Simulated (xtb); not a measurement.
# C2H9B2P (SMILES CBB(C)P) at GFN2-xTB

Aim: a structure relaxation of C2H9B2P. 

Program for the calculation: xtb 6.7.1.

5 further runs of the same task are left out: 1 that didn't finish, 4 set aside as unsound or not needed.

**1. The system as given**

C2H9B2P has 14 atoms, charge 0, and is taken as a singlet. As SMILES, `CBB(C)P`. The shape is that of a GFN2-xTB optimisation. This is one conformer, not always the lowest. The run starts from this shape.

Bond lengths: C1–B2 1.584 Å, B2–B3 1.629 Å, B3–C4 1.584 Å, B3–P5 1.912 Å, C1–H6 1.087 Å, C1–H7 1.090 Å, C1–H8 1.089 Å, B2–H9 1.179 Å, C4–H10 1.090 Å, C4–H11 1.088 Å, C4–H12 1.092 Å, P5–H13 1.387 Å, P5–H14 1.388 Å. Some angles: C1–B2–B3 122.8°, B2–B3–C4 126.6°, B2–B3–P5 118.2°, C4–B3–P5 115.1°, C1–B2–H9 114.5°, B3–B2–H9 122.7°, B2–C1–H6 115.2°, B2–C1–H7 109.6°, B2–C1–H8 110.5°, B3–C4–H10 114.4°.

**2. A structure relaxation at GFN2-xTB**

struc.xyz

```xyz
14

C     -1.72542000    -0.98587000     0.78276000
B     -0.77889000    -0.77514000    -0.46960000
B      0.50306000     0.23024000    -0.44650000
C      1.97435000    -0.12490000     0.02206000
P      0.28133000     1.99268000    -1.15303000
H     -1.43327000    -0.44492000     1.67954000
H     -1.76993000    -2.04559000     1.03349000
H     -2.74769000    -0.69858000     0.54007000
H     -1.11671000    -1.35285000    -1.43972000
H      2.56914000     0.73430000     0.33046000
H      2.00441000    -0.86271000     0.82143000
H      2.49409000    -0.57345000    -0.82676000
H      0.78944000     2.69302000    -0.06848000
H     -1.04392000     2.21377000    -0.80573000
```

On the command line:

```console
$ xtb struc.xyz --chrg 0 -o vtight | tee xtb.out
```

**Question.** What will come out? Wanted: total energy at the end; dipole moment; HOMO energy; LUMO energy; HOMO–LUMO gap; dispersion energy; mean polarisability.

Computed results:

Level: GFN2-xTB.

```
                      quantity          value
       total energy at the end   -13.80058 Eh
                 dipole moment         1.90 D
                   HOMO energy       -9.80 eV
                   LUMO energy       -6.71 eV
                 HOMO–LUMO gap        3.09 eV
             dispersion energy  -19.44 kJ/mol
mean polarisability (D4 model)     75.3 bohr³
```

In words: At the final geometry: Bond lengths: C1–B2 1.584 Å, B2–B3 1.630 Å, B3–C4 1.586 Å, B3–P5 1.909 Å, C1–H6 1.088 Å, C1–H7 1.090 Å, C1–H8 1.089 Å, B2–H9 1.179 Å, C4–H10 1.090 Å, C4–H11 1.091 Å, C4–H12 1.089 Å, P5–H13 1.387 Å, P5–H14 1.387 Å. Some angles: C1–B2–B3 123.1°, B2–B3–C4 126.0°, B2–B3–P5 119.0°, C4–B3–P5 115.0°, C1–B2–H9 114.4°, B3–B2–H9 122.4°, B2–C1–H6 115.2°, B2–C1–H7 109.3°, B2–C1–H8 110.8°, B3–C4–H10 114.2°. The optimisation took 62 steps and changed the energy by -0.004 eV.
